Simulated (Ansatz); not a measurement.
# Si2H5O3 radical: up Jacob's ladder to CCSD(T)

Aim: compute Si2H5O3 radical with functionals from several rungs and with coupled cluster, and see how far each lands from CCSD(T) at the basis-set limit for the atomisation energy.

Program: Ansatz 0.2.0, Gaussian basis. Level of theory: functionals in def2-TZVPP, the program's frozen cores in correlated methods. These are calculated values, not measurements.

The runs, in order: PBE-D4, r2SCAN-D4, PBE0-D4, B3LYP-D4, ωB97X-V, ωB97M-V, B2PLYP; CCSD(T)/def2-TZVPP; MP2/def2-QZVPP; extrapolation to the limit.

## (1) Structure used throughout

The geometry comes from an earlier relaxation with PBE0-D4 in a triple-zeta def2 set; it is a stationary point, not always the lowest conformer.

SMILES `O[SiH][SiH](O)O`, 10 atoms, charge 0, spin multiplicity 2.

Atoms are counted from 1 here; the program's logs count them from 0.

Bond lengths: O1–Si2 1.658 Å, O1–H6 0.961 Å, Si2–Si3 2.333 Å, Si2–H7 1.490 Å, Si3–O4 1.646 Å, Si3–O5 1.653 Å, Si3–H8 1.497 Å, O4–H9 0.958 Å, O5–H10 0.959 Å. Angles: Si2–O1–H6 114.3°, O1–Si2–Si3 110.0°, O1–Si2–H7 105.8°, Si3–Si2–H7 116.3°, Si2–Si3–O4 108.0°, Si2–Si3–O5 100.1°, Si2–Si3–H8 119.9°, O4–Si3–O5 114.2°, O4–Si3–H8 106.9°, O5–Si3–H8 108.0°, Si3–O4–H9 117.4°, Si3–O5–H10 118.6°.

## (2) PBE-D4 (GGA)

Input file in.yaml:

```yaml
crystal:
  periodic: [false, false, false]
  atoms:
    - {symbol: O, position_ang: [-1.690753, -0.243794, -1.927733]}
    - {symbol: Si, position_ang: [-0.447536, -1.091862, -1.232458]}
    - {symbol: Si, position_ang: [0.534849, 0.174845, 0.462905]}
    - {symbol: O, position_ang: [1.301961, -0.857935, 1.489502]}
    - {symbol: O, position_ang: [-0.808656, 0.893169, 1.103142]}
    - {symbol: H, position_ang: [-2.226627, 0.253529, -1.304022]}
    - {symbol: H, position_ang: [0.445488, -1.497428, -2.353811]}
    - {symbol: H, position_ang: [1.513864, 1.252886, 0.116759]}
    - {symbol: H, position_ang: [2.069745, -0.526519, 1.957031]}
    - {symbol: H, position_ang: [-0.692324, 1.643100, 1.688686]}
basis:
  gaussian: {orbitals: def2-TZVPP}
magnetization: {spin_polarized: true, initial_magnetization: 1}
hamiltonian: {xc: pbe, dispersion: d4}
output: {forces: true, orbitals: {seedname: orbitals}}
```

Run with:

```bash
$ ansatz run in.yaml --threads 2 --pin off --events-out ev --progress --plain --max-ram 32768MiB --backend cpu
```

After this run come: r2SCAN-D4 (meta-GGA); PBE0-D4 (hybrid); B3LYP-D4 (hybrid); ωB97X-V (range-separated); ωB97M-V (range-separated); B2PLYP (double hybrid); CCSD(T) in def2-TZVPP; MP2 in def2-QZVPP.

**Question.** What will the summary of the whole plan be? Wanted: atomisation energy, CCSD(T)/CBS; farthest; mean size of error, hybrid; mean size of error, range-separated; gap, smallest and largest; T1 diagnostic; triples share of the correlation energy.

As calculated:

| quantity | value |
| --- | --- |
| atomisation energy, CCSD(T)/CBS | 37.359 eV |
| functionals within 0.187 eV (0.5 %) | r2SCAN-D4, ωB97X-V, ωB97M-V |
| farthest | B2PLYP (-0.719 eV) |
| mean size of error, hybrid | 0.534 eV |
| mean size of error, range-separated | 0.136 eV |
| gap, smallest and largest | 1.43 eV (PBE-D4), 7.29 eV (ωB97X-V) |
| T1 diagnostic | 0.0150 |
| triples share of the correlation energy | 3.5 % |

**Reading.** PBE-D4 is off by +0.220 eV. Double hybrids carry the basis error of their MP2 part in triple zeta, and no dispersion term here, so their miss is partly the set-up's. Misses under about 0.187 eV are within the doubt on the reference itself, which lacks core-valence correlation, relativity and higher excitations. Hartree-Fock recovers 70 % of the binding; the rest is correlation. The gap grows from 1.4 to 7.3 eV across the functionals, mostly with the share of exact exchange.
